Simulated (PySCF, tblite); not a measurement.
**C4H8AlFSe: geometry, infrared bands and NMR shifts**

Wanted: the infrared bands and NMR shifts of C4H8AlFSe (`F/C=C/C[Se][CH2][AlH2]`), by calculation.

The runs use tblite 0.8.0 and PySCF 2.14.0, with density-fitted response routines of our own; the level of theory stands in each step. All values are computed, except where a source is named. Atoms are numbered from 0 throughout.

## (1) The starting structure

15 atoms, charge 0, multiplicity 1; geometry from: force field or distance geometry start.

Bonds of the start (Å): F0–C1 1.37, C1–C2 1.35, C2–C3 1.50, C3–Se4 1.94, Se4–C5 1.94, C5–Al6 2.01, C1–H7 1.09, C2–H8 1.10, C3–H9 1.11, C3–H10 1.09, C5–H11 1.09, C5–H12 1.13, Al6–H13 1.59, Al6–H14 1.58.

## (2) Optimising the geometry with GFN2-xTB

The job: settings as JSON, then the geometry in Å.

```
{"job": {"kind": "relax", "xc": "GFN2-xTB", "basis": "xTB"}, "charge": 0, "multiplicity": 1}
F     -2.962300     2.096800     0.632000
C     -2.265600     1.235300    -0.171200
C     -1.979300    -0.004900     0.284100
C     -1.211800    -0.961900    -0.583200
Se     0.361400    -1.397100     0.471600
C      1.508700     0.170000     0.458600
Al     3.246900    -0.361600    -0.396200
H     -1.910100     1.552600    -1.155900
H     -2.321600    -0.336000     1.278900
H     -1.850600    -1.848400    -0.787800
H     -0.935300    -0.551900    -1.552900
H      1.060600     1.010300    -0.061500
H      1.704300     0.492500     1.522100
H      4.160900     0.760300    -1.060900
H      3.389500    -1.847900    -0.910800
```

The run is started by

```console
> OMP_NUM_THREADS=1 python probes_run.py task.json out
```

The driver reads the jobs from task.json and runs them one after another.

**Question.** This job is followed by: GFN2-xTB harmonic vibrations, gas phase; GIAO PBE0/pcSseg-1 NMR shielding, non-relativistic, gas phase. What will the session give for the following? strongest single infrared mode (GFN2-xTB); zero-point energy (GFN2-xTB); 13C shifts against TMS (PBE0/pcSseg-1); 1H shifts against TMS (PBE0/pcSseg-1, means over atoms taken as alike); 19F shifts against CFCl3 (PBE0/pcSseg-1); 77Se shifts against Me2Se (PBE0/pcSseg-1); 27Al shifts against AlH4- (PBE0/pcSseg-1); surface potential, 1st and 99th percentile.

The runs gave:

| quantity | value |
| --- | --- |
| strongest single infrared mode (GFN2-xTB) | 778 cm⁻¹, 399 km/mol |
| zero-point energy (GFN2-xTB) | 61.6 kcal/mol |
| 13C shifts against TMS (PBE0/pcSseg-1) | 164.3, 111.9, 32.2, 12.7 ppm |
| 1H shifts against TMS (PBE0/pcSseg-1, means over atoms taken as alike) | 7.16, 5.43, 4.02, 3.46, 1.85 ppm |
| 19F shifts against CFCl3 (PBE0/pcSseg-1) | -116.6 ppm |
| 77Se shifts against Me2Se (PBE0/pcSseg-1) | -212 ppm |
| 27Al shifts against AlH4- (PBE0/pcSseg-1) | 72.6 ppm |
| surface potential, 1st and 99th percentile | -0.72 V and 1.73 V |

The optimisation took 148 steps and gained 0.784 eV; among the close pairs (by a distance rule), Se4–Al6 changed most, from 3.186 to 2.618 Å. All 39 modes are real, so the xTB geometry is a minimum. The strongest single mode, at 778 cm⁻¹, moves mainly H14 and H13. GFN2-xTB is a fitted tight-binding method: band positions and strengths are rough. Its intensities can rank the bands wrongly. At PBE0/pcSseg-1: Shielding is most anisotropic at Se4 (span 1373 ppm, paramagnetic term -1031 ppm). By nearest atom (PBE0/pcSseg-1), the HOMO sits on Se4 54 %; C5 17 % and the LUMO on Se4 24 %; Al6 24 %. Spin-orbit coupling is left out, which matters for shieldings and couplings at and beside the heavy atoms.
